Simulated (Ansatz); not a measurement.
# MgSnH₃+: functionals against CCSD(T) at one geometry

An exercise on one series of results from a longer session: the logs are not shown, and one member is left open.

The runs use Ansatz 0.2.0, Gaussian basis; single points in def2-TZVPP.

Cores are frozen in the correlated methods. Filled d shells of the heavier atoms are correlated. Core potentials replace the inner electrons past krypton, and spin-orbit coupling is left out. The outer core shell of Li, Na, Mg and K is correlated.

1 further run of the same task is left out (it didn't finish).

### The system as given

5 atoms, charge 1, spin multiplicity 1.

Atoms are counted from 1 here; the program's logs count them from 0.

Bond lengths: Mg1–H3 1.710 Å, Sn2–H4 1.711 Å, Sn2–H5 1.748 Å. Angles: H4–Sn2–H5 93.6°.

As a file:

```
Mg    0.70607   -1.48278    0.96143
Sn   -0.35504    0.74555   -0.54922
H     1.34938   -2.72315    1.94698
H    -1.75836    1.02793   -1.48651
H     0.23032    2.38222   -0.73040
```

The first run:

The input, run/in.yaml:

```yaml
crystal:
  periodic: [false, false, false]
  atoms:
    - {symbol: Mg, position_ang: [0.706074, -1.482779, 0.961433]}
    - {symbol: Sn, position_ang: [-0.355038, 0.745551, -0.549221]}
    - {symbol: H, position_ang: [1.349380, -2.723151, 1.946985]}
    - {symbol: H, position_ang: [-1.758359, 1.027931, -1.486506]}
    - {symbol: H, position_ang: [0.230316, 2.382219, -0.730401]}
basis:
  gaussian: {orbitals: def2-TZVPP}
total_charge: 1
hamiltonian: {xc: pbe, dispersion: d4}
output: {forces: true}
```

Command:

```
ansatz run in.yaml --threads 2 --pin off --events-out ev --progress --plain --max-ram 3481MiB
```

Among the steps run: PBE-D4/def2-TZVPP; r2SCAN-D4/def2-TZVPP; PBE0-D4/def2-TZVPP; wB97M-V/def2-TZVPP; CCSD(T)/def2-TZVPP.

One of the session's tables, all rows but one given; the rest of the session is left out.

| method | RMS force component (eV/Å) | angle to CCSD(T) forces (°) |
| --- | --- | --- |
| PBE-D4 | ? | ? |
| r2SCAN-D4 | 0.340 | 6.7 |
| PBE0-D4 | 0.346 | 7.5 |
| wB97M-V | 0.411 | 2.7 |
| CCSD(T) | 0.391 | reference |

**Question.** Estimate the row for PBE-D4.

**Answer.** RMS force component (eV/Å): 0.273; angle to CCSD(T) forces (°): 23.9. In the column «RMS force component (eV/Å)» it is the lowest.
